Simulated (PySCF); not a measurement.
# HoOF: how tightly the ligands are held

Aim: take one ligand of each kind off HoOF, with both parts rigid, and scan its distance from the metal. The structure is generated, not taken from experiment.

Computed with PySCF 2.14.0. Level: PBE0, Ho lcecp-1-SVP with ECP56, O def2-SVP, F def2-SVP; scalar-relativistic core potentials, no spin–orbit coupling.

1 further run of the same task is left out (for a known fault of the program).

### 1 The system as given

3 atoms, charge 0, spin multiplicity 1.

Bond lengths: Ho1–O2 1.818 Å, Ho1–F3 2.018 Å. Angles: O2–Ho1–F3 111.9°.

Geometry (Å):

```xyz
3

Ho    0.0270    0.0000   -0.3266
O     1.5234    0.0000    0.7059
F    -1.6557    0.0000    0.7866
```

Formal oxidation states: Ho +3. Each metal's 10 4f electrons lie in its core potential, so multiplicities, spins and levels count the valence alone. An earlier session relaxed this geometry at PBE0, Ho lcecp-1-SVP with ECP56, O def2-SVP, F def2-SVP (singlet, point group Cs).

### 2 Rigid scan of O

Atom 2 moves along the line from atom 1; the distance is to the donor, the donors' midpoint or the ring centre. Each point starts from the density of the one before.

```csv
distance (Å),energy from the relaxed point (eV)
1.52,2.669
1.62,1.016
1.72,0.219
1.82,0.000
1.92,0.160
2.02,0.558
2.12,1.095
2.27,2.025
```

Run time: 3 s. Hardware: 2 threads of Arm Neoverse V1, shared host.

### 3 F taken off

The ligand (atom 3) keeps its formal charge and a closed shell where it can; ligand and rest are solved at the complex's geometry, in vacuum, with the settings of the relaxation.

```csv
part,charge,state,energy (Eh)
complex,0,singlet,-212.492195
ligand,-1,singlet,-99.594968
rest,1,singlet,-112.496805
```

Run time: 0.3 s. Hardware: 2 threads of Arm Neoverse V1, shared host.

### 4 Rigid scan of F

Atom 3 moves along the line from atom 1; the distance is to the donor, the donors' midpoint or the ring centre. Each point starts from the density of the one before.

```csv
distance (Å),energy from the relaxed point (eV)
1.72,1.412
1.82,0.531
1.92,0.113
2.02,0.000
2.12,0.085
2.22,0.295
2.42,0.907
2.72,1.953
3.12,3.205
3.62,4.348
```

It took 3.7 s on 2 threads of Arm Neoverse V1, shared host.

### 5 Outcome

| quantity | value |
| --- | --- |
| stiffness of the O contact | 37.9 eV/Å² |
| taking off F | 10.90 eV |
| stiffness of the F contact | 19.7 eV/Å² |

Near 1.82 Å the O contact has a stiffness of about 37.9 eV/Å², and the energy stands 2.02 eV higher at 2.27 Å. Taking off F as a fragment of charge -1 costs 10.90 eV, much of it the attraction of the two charges. Near 2.02 Å the F contact has a stiffness of about 19.7 eV/Å², and the energy stands 4.35 eV higher at 3.62 Å. The free anion is solved without diffuse functions, no counterpoise correction is made, and the parts aren't relaxed; each of these makes the binding look larger. The bases are small and lack diffuse functions. Spin–orbit coupling is left out.
